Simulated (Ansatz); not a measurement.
# LaRu3 (BiF3 type): a single-point run

The task is a single-point run on LaRu3 (BiF3 type). The structure is shown as the input types it.

Program: Ansatz 0.2.0. Level of theory: DFT PBEsol, scalar-relativistic, plane waves, PAW. These are calculated values, not measurements.

1 further run of the same task is left out (it didn't finish).

### Step 1. Starting point

Symmetry: Fm-3m, No. 225, cubic system. The conventional cell has a = 6.441 Å, b = 6.441 Å, c = 6.441 Å, α = 90.00°, β = 90.00°, γ = 90.00°. La (site symmetry m-3m) has 8 Ru at 2.79 Å as nearest neighbours. Ru (site symmetry m-3m) is surrounded by 8 Ru at 2.79 Å. Around Ru (site symmetry -43m) lie 4 La at 2.79 Å and 4 Ru at 2.79 Å.

Structure file:

```xyz
4
Lattice="0.0000 3.2207 3.2207 3.2207 0.0000 3.2207 3.2207 3.2207 0.0000" Properties=species:S:1:pos:R:3 pbc="T T T"
La    0.0000    0.0000    0.0000
Ru    3.2207    3.2207    3.2207
Ru    1.6103    1.6103    1.6103
Ru    4.8310    4.8310    4.8310
```

### Step 2. The run

Contents of input.yaml:

```yaml
crystal:
  lattice:
    - [0.0, 3.2206975573, 3.2206975573]
    - [3.2206975573, 0.0, 3.2206975573]
    - [3.2206975573, 3.2206975573, 0.0]
  atoms:
    - { symbol: La, position: [0.0, 0.0, 0.0] }
    - { symbol: Ru, position: [0.5, 0.5, 0.5] }
    - { symbol: Ru, position: [0.25, 0.25, 0.25] }
    - { symbol: Ru, position: [0.75, 0.75, 0.75] }
basis:
  ecutwfc: "40 Ry/bohr"
  ecutrho_ratio: 4
kpoints:
  mp_grid: { grid: [8, 8, 8] }
hamiltonian:
  xc: pbesol
scf:
  occupations: { method: gaussian, width: 0.05 }
  max_iter: 50
output:
  forces: true
  stress: true
```

Started as:

```console
> ansatz run input.yaml --threads 4 --pin off --max-ram 4096MiB --backend cpu --events-out ev --progress --plain --runs-dir out
```

**Question.** How will this run end, and is anything wrong with its input?

The run ended at the input check. The line that matters: «line 12 column 12: unknown unit factor `Ry/bohr`»

Look at the input: basis.ecutwfc is 40 Ry/bohr. A slip in the unit of the value.

What to do: set basis.ecutwfc to 420.
